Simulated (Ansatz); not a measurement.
# C2H4ClSi (SMILES C=C[SiH]Cl) at 6 levels

Wanted: a comparison of 6 runs (UHF/STO-3G, UBHLYP/def2-SVP, UBLYP/def2-SVP, UPBE0/def2-SVP, RPA@PBE0/def2-SVP, UCCSD/def2-SVP) of C2H4ClSi. 

Program for the calculation: Ansatz 0.2.0.

57 further runs of the same task are left out: 57 set aside as unsound or not needed.

### 1 The structure to begin with

C2H4ClSi: 8 atoms, total charge 0, spin state doublet. SMILES: `C=C[SiH]Cl`. The C1–C2 distance was set to 2.937 Å, away from the relaxed value. At this shape a bond of the SMILES string is far longer than usual.

Bond lengths: C2–Si3 1.841 Å, Si3–Cl4 2.059 Å, C1–H5 1.087 Å, C1–H6 1.086 Å, C2–H7 1.088 Å, Si3–H8 1.489 Å. Angles: C2–Si3–Cl4 111.3°, C2–Si3–H8 111.0°, Cl4–Si3–H8 109.0°, Si3–C2–H7 118.7°, H5–C1–H6 116.1°.

### 2 A single-point energy at UHF/STO-3G (run 1)

molecule.yaml reads:

```yaml
crystal:
  periodic: [false, false, false]
  atoms:
    - {symbol: C, position_ang: [0.669200, 2.339414, -1.577802]}
    - {symbol: C, position_ang: [0.628500, -0.066700, 0.105400]}
    - {symbol: Si, position_ang: [-0.903600, -0.642600, 0.947100]}
    - {symbol: Cl, position_ang: [-1.031600, -2.697900, 0.941300]}
    - {symbol: H, position_ang: [-0.234700, 2.900614, -1.798702]}
    - {symbol: H, position_ang: [1.586100, 2.717314, -2.020602]}
    - {symbol: H, position_ang: [1.561300, -0.591000, 0.301600]}
    - {symbol: H, position_ang: [-2.116300, -0.079100, 0.291500]}
basis:
  gaussian:
    orbitals: STO-3G
hamiltonian:
  xc: hf
magnetization:
  spin_polarized: true
  initial_magnetization: 1
accuracy: high
output: {orbitals: {seedname: orbitals}}
```

On the command line:

```console
$ ansatz run molecule.yaml --threads 1 --pin off --max-ram 3480MiB --events-out events.jsonl --progress --plain --runs-dir runs
```

What it wrote:

```text
Warning: RAYON_NUM_THREADS=1 ignored (pool sized by the plan → 1); use --threads N
Functional definition: HF
  name "HF"
  exchange = exact_x
  correlation = 0
596 factors; integrals over basis functions are off by at most 2.4e-8 eV
mean field evaluation 1: about -22228.1891 eV, gradient 1.3e1 eV
mean field evaluation 2: about -22228.2584 eV, gradient 1.3e1 eV
mean field evaluation 4: about -22230.5857 eV, gradient 2.5e0 eV
mean field evaluation 8: about -22230.8442 eV, gradient 7.8e-1 eV
mean field evaluation 16: about -22233.6828 eV, gradient 3.5e-2 eV
mean field evaluation 32: about -22234.6910 eV, gradient 1.8e-4 eV
mean field evaluation 64: about -22230.8388 eV, gradient 1.2e0 eV
mean field evaluation 96: about -22221.2014 eV, gradient 1.6e1 eV
mean field evaluation 128: about -22233.7277 eV, gradient 4.6e-1 eV
mean field -22234.69100210 eV, -817.1098231123 hartree, gradient 1.1e-8 eV, S^2 2.592178; 6 other end points of the search recorded, 0 dependent functions left out
reference -22234.69100210 eV, -817.1098231123 hartree; 24, 23 occupied and 8, 9 virtual orbitals, 596 factors
Total energy: -22234.69100210 eV, -817.1098231123 hartree
```

Run time: 2.1 s. Hardware: 1 thread of Intel Xeon Platinum 8488C (Sapphire Rapids), shared host.

### 3 The energy at UBHLYP/def2-SVP (run 2)

job.yaml reads:

```yaml
crystal:
  periodic: [false, false, false]
  atoms:
    - {symbol: C, position_ang: [0.669200, 2.339414, -1.577802]}
    - {symbol: C, position_ang: [0.628500, -0.066700, 0.105400]}
    - {symbol: Si, position_ang: [-0.903600, -0.642600, 0.947100]}
    - {symbol: Cl, position_ang: [-1.031600, -2.697900, 0.941300]}
    - {symbol: H, position_ang: [-0.234700, 2.900614, -1.798702]}
    - {symbol: H, position_ang: [1.586100, 2.717314, -2.020602]}
    - {symbol: H, position_ang: [1.561300, -0.591000, 0.301600]}
    - {symbol: H, position_ang: [-2.116300, -0.079100, 0.291500]}
basis:
  gaussian:
    orbitals: def2-SVP
magnetization:
  spin_polarized: true
  initial_magnetization: 1
hamiltonian:
  xc: {name: BHLYP}
accuracy: high
output: {orbitals: {seedname: orbitals}}
```

On the command line:

```console
$ ansatz run job.yaml --threads 1 --pin off --max-ram 3480MiB --events-out events.jsonl --progress --plain --runs-dir runs
```

What it wrote:

```text
Warning: RAYON_NUM_THREADS=1 ignored (pool sized by the plan → 1); use --threads N
Functional definition: BHLYP
  name "BHLYP"
  parameter a = 0.5
  exchange = (1 - a)*b88_x + a*exact_x
  correlation = lyp_c
1768 factors; integrals over basis functions are off by at most 9.3e-9 eV
mean field evaluation 1: about -22515.6851 eV, gradient 2.9e1 eV
mean field evaluation 2: about -22500.2028 eV, gradient 4.9e1 eV
mean field evaluation 4: about -22521.4658 eV, gradient 4.1e0 eV
mean field evaluation 8: about -22522.2326 eV, gradient 1.2e0 eV
mean field evaluation 16: about -22522.5098 eV, gradient 7.4e-2 eV
mean field evaluation 32: about -22522.5109 eV, gradient 3.9e-6 eV
mean field evaluation 64: about -22522.8837 eV, gradient 5.3e-5 eV
mean field evaluation 96: about -22522.5712 eV, gradient 7.2e-4 eV
mean field evaluation 128: about -22521.8881 eV, gradient 1.7e0 eV
mean field -22522.88365018 eV, -827.7007075854 hartree, gradient 5.9e-8 eV, S^2 2.154664; 6 other end points of the search recorded, 0 dependent functions left out
reference -22522.88367872 eV, -827.7007086342 hartree; 24, 23 occupied and 60, 61 virtual orbitals, 1768 factors
Total energy: -22522.88367872 eV, -827.7007086342 hartree
```

Wall time 36 s (1 thread of Intel Xeon Platinum 8488C (Sapphire Rapids), shared host); peak memory 0.54 GiB.

Runs 3 to 5 aren't shown in full; the table further down has their settings and results.

### 4 The energy at UCCSD/def2-SVP (run 6)

Edit job.yaml of step 3 so:

```diff
@@ -12,10 +12,6 @@
 basis:
-  gaussian:
-    orbitals: def2-SVP
-magnetization:
-  spin_polarized: true
-  initial_magnetization: 1
-hamiltonian:
-  xc: {name: BHLYP}
+  gaussian: {orbitals: def2-SVP}
+magnetization: {spin_polarized: true, initial_magnetization: 1}
+correlation: {method: ccsd, frozen_orbitals: {C: 1, Cl: 5, H: 0, Si: 5}}
 accuracy: high
-output: {orbitals: {seedname: orbitals}}
+scf: {omitted_lower_state_checks: [cluster_reference, increment]}
```

On the command line:

```console
$ ansatz run job.yaml --threads 1 --pin off --max-ram 3480MiB --events-out events.jsonl --progress --plain --runs-dir runs
```

What it wrote:

```text
Warning: RAYON_NUM_THREADS=1 ignored (pool sized by the plan → 1); use --threads N
[... 4 set-up lines as earlier in the session ...]
these checks for a lower state are left out or cut short: cluster_reference, increment
1768 factors; integrals over basis functions are off by at most 9.3e-9 eV
mean field evaluation 1: about -22469.8505 eV, gradient 2.1e1 eV
mean field evaluation 2: about -22469.8579 eV, gradient 2.1e1 eV
mean field evaluation 4: about -22474.0776 eV, gradient 4.2e0 eV
mean field evaluation 8: about -22474.6525 eV, gradient 1.7e0 eV
mean field evaluation 16: about -22476.4303 eV, gradient 3.7e-3 eV
mean field evaluation 32: about -22477.1711 eV, gradient 1.2e-1 eV
mean field evaluation 64: about -22476.4836 eV, gradient 3.5e-4 eV
mean field evaluation 96: about -22474.4663 eV, gradient 3.9e-1 eV
mean field evaluation 128: about -22474.4706 eV, gradient 2.5e-5 eV
mean field -22477.17154912 eV, -826.0208188559 hartree, gradient 3.2e-8 eV, S^2 2.514979; 10 other end points of the search recorded, 0 dependent functions left out
12 core orbitals not correlated: weight in the atoms' cores, before any rotation towards them, 1.000 or more for the frozen orbitals, at most 0.000 for the correlated occupied ones
reference -22477.17154912 eV, -826.0208188559 hartree; 12, 11 occupied and 60, 61 virtual orbitals, 1768 factors
second order -10.59617344 eV of doubles, -0.00000000 eV of singles
cycle   1  -11.78055439 eV  change    -1.2e0 eV  update   9.0e-2
cycle   2  -12.22270907 eV  change   -4.4e-1 eV  update   4.2e-2
cycle   3  -12.31669136 eV  change   -9.4e-2 eV  update   3.0e-2
cycle   4  -12.35839910 eV  change   -4.2e-2 eV  update   2.2e-2
cycle   5  -12.39671448 eV  change   -3.8e-2 eV  update   1.5e-2
cycle   6  -12.43165174 eV  change   -3.5e-2 eV  update   9.3e-3
cycle   7  -12.44765253 eV  change   -1.6e-2 eV  update   5.3e-3
cycle   8  -12.45130743 eV  change   -3.7e-3 eV  update   2.9e-3
cycle   9  -12.45480464 eV  change   -3.5e-3 eV  update   1.8e-3
cycle  10  -12.45532769 eV  change   -5.2e-4 eV  update   1.1e-3
cycle  11  -12.45615560 eV  change   -8.3e-4 eV  update   6.4e-4
cycle  12  -12.45638429 eV  change   -2.3e-4 eV  update   3.9e-4
cycle  13  -12.45628836 eV  change    9.6e-5 eV  update   2.6e-4
cycle  14  -12.45621577 eV  change    7.3e-5 eV  update   1.7e-4
cycle  15  -12.45606879 eV  change    1.5e-4 eV  update   1.2e-4
cycle  16  -12.45606598 eV  change    2.8e-6 eV  update   8.4e-5
cycle  17  -12.45611147 eV  change   -4.5e-5 eV  update   6.4e-5
cycle  18  -12.45616467 eV  change   -5.3e-5 eV  update   4.1e-5
cycle  19  -12.45619853 eV  change   -3.4e-5 eV  update   2.5e-5
cycle  20  -12.45619911 eV  change   -5.8e-7 eV  update   1.6e-5
cycle  21  -12.45619724 eV  change    1.9e-6 eV  update   1.1e-5
cycle  22  -12.45619277 eV  change    4.5e-6 eV  update   7.6e-6
cycle  23  -12.45618743 eV  change    5.3e-6 eV  update   4.9e-6
cycle  24  -12.45618463 eV  change    2.8e-6 eV  update   3.2e-6
cycle  25  -12.45618044 eV  change    4.2e-6 eV  update   2.3e-6
cycle  26  -12.45617780 eV  change    2.6e-6 eV  update   1.5e-6
cycle  27  -12.45617578 eV  change    2.0e-6 eV  update   1.0e-6
cycle  28  -12.45617443 eV  change    1.3e-6 eV  update   6.6e-7
cycle  29  -12.45617372 eV  change    7.1e-7 eV  update   4.1e-7
cycle  30  -12.45617313 eV  change    6.0e-7 eV  update   2.8e-7
cycle  31  -12.45617285 eV  change    2.7e-7 eV  update   1.8e-7
cycle  32  -12.45617264 eV  change    2.1e-7 eV  update   1.2e-7
cycle  33  -12.45617250 eV  change    1.4e-7 eV  update   7.6e-8
cycle  34  -12.45617244 eV  change    6.4e-8 eV  update   5.0e-8
cycle  35  -12.45617256 eV  change   -1.2e-7 eV  update   1.2e-7
cycle  36  -12.45617245 eV  change    1.1e-7 eV  update   4.8e-8
cycle  37  -12.45617243 eV  change    1.9e-8 eV  update   2.2e-8
cycle  38  -12.45617241 eV  change    1.5e-8 eV  update   1.4e-8
cycle  39  -12.45617241 eV  change    3.0e-9 eV  update   8.4e-9
cycle  40  -12.45617240 eV  change    4.1e-9 eV  update   5.3e-9
cycle  41  -12.45617240 eV  change    3.3e-9 eV  update   3.0e-9
cycle  42  -12.45617240 eV  change   4.7e-10 eV  update   1.6e-9
Total energy: -22489.62772152 eV, -826.4785747486 hartree
Checks for a lower state left out: cluster_reference, increment
```

It took 61 s on 1 thread of Intel Xeon Platinum 8488C (Sapphire Rapids), shared host; peak memory 0.79 GiB.

### 5 The series

```
run              level  frozen core orbitals  energy (Eh)  HOMO energy (eV)  LUMO energy (eV)   ⟨S²⟩  wall time
  1         UHF/STO-3G                     –  -817.109823             -7.42              5.22  2.592      2.1 s
  2    UBHLYP/def2-SVP                     –  -827.700709             -7.52             -1.58  2.155       36 s
  3     UBLYP/def2-SVP                     –  -827.703316             -5.14             -3.87  1.522       25 s
  4     UPBE0/def2-SVP                     –  -827.376083             -6.66             -2.70  2.001       35 s
  5  RPA@PBE0/def2-SVP                    12  -826.662831                 –                 –  2.001       44 s
  6     UCCSD/def2-SVP                    12  -826.478575                 –                 –  2.515       61 s
```

### 6 Results

| quantity | value |
| --- | --- |
| run 6: total energy | -826.47857 Eh |
| run 6: correlation energy (12 core orbitals frozen) | -457.8 mEh |
| run 6: ⟨S²⟩ of the reference determinant | 2.515 |
| run 6: T1 diagnostic | 0.041 |

What this shows: Totals of different functionals can't be ranked against each other. In run 1 the basis is minimal, so the values are rough. Spin contamination of the reference: run 1 ⟨S²⟩ = 2.59, run 6 ⟨S²⟩ = 2.51, run 2 ⟨S²⟩ = 2.15, run 4 ⟨S²⟩ = 2.00, run 5 ⟨S²⟩ = 2.00, run 3 ⟨S²⟩ = 1.52. Where it is this large, the reference is a mixture of spin states, and values that rest on it are in doubt. All runs together took 3.4 min, the longest 61 s.
